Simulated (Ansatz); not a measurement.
H₄OSi, SMILES O[SiH3]: the interaction energy of a dimer with the counterpoise correction, run with the Ansatz DFT code, driven from Python.

`h4osi.py`
```python
"""Binding of a H4OSi dimer at a trial geometry."""

from dataclasses import dataclass

import ansatz as az


@dataclass
class Options:
    basis: str = "def2-SVP"
    level: str = "mp2"


cfg = Options()

FIRST = [
    ("O", (0.6099, -0.9822, 0.3985)),
    ("Si", (-0.0571, 0.3744, -0.1976)),
    ("H", (0.1066, -1.6224, 0.8918)),
    ("H", (-1.1317, 0.0436, -1.1349)),
    ("H", (1.0841, 1.0, -0.8452)),
    ("H", (-0.6118, 1.1866, 0.8873)),
]
SECOND = [
    ("O", (3.4914, 1.5196, -0.4289)),
    ("Si", (3.5847, 0.5141, 0.8442)),
    ("H", (4.2009, 1.6126, -1.057)),
    ("H", (3.7729, -0.865, 0.3905)),
    ("H", (2.295, 0.7282, 1.4798)),
    ("H", (4.7112, 0.8852, 1.7028)),
]

def energy(atoms, ghosts=()):
    molecule = az.Crystal.molecule()
    for symbol, xyz in atoms:
        molecule = molecule.atom(symbol, xyz)
    calc = (
        molecule.calculation()
        .basis(gaussian=cfg.basis)
        .correlation(cfg.level)  # correlation on top of the mean field
    )
    deck = calc.input()
    if ghosts:
        deck = deck.set(az.key.basis.gaussian.ghost_atoms, [{"symbol": s, "position_ang": list(xyz)} for s, xyz in ghosts])
    return az.Session.from_dict(deck).plan().execute().report["free_energy_ev"]

# ghost atoms carry the functions of the partner
both = energy(FIRST + SECOND)
alone = energy(FIRST) + energy(SECOND)
ghosted = energy(FIRST, SECOND) + energy(SECOND, FIRST)
print(f"dimer {both:.6f} eV")
print(f"interaction, uncorrected   {(both - alone):8.3f} eV")
print(f"interaction, counterpoise  {(both - ghosted):8.3f} eV")
print(f"basis-set superposition    {(alone - ghosted):8.3f} eV")
```

How large is the interaction at this pose, and how much of it is basis-set superposition?

Uncorrected it is -0.007 eV, with the counterpoise correction 0.122 eV; the difference, 0.13 eV, is the superposition error. The sign changes with the correction, so this basis doesn't settle it.

The run itself:

```console
$ python h4osi.py
dimer -19934.720539 eV
interaction, uncorrected     -0.007 eV
interaction, counterpoise     0.122 eV
basis-set superposition       0.129 eV
```

What to keep in mind:
- Total energies depend on the basis set; only differences at equal settings carry meaning.
- The dimer is a generated trial pose of unrelaxed monomers, not a minimum, so the figure is no binding energy, and the basis set is small.
- Run time: 4.3 s on 1 thread of Arm Neoverse V1 (shared host), peak memory 0.23 GiB.

(Lines on the test bed's own set-up are left out of the output.)
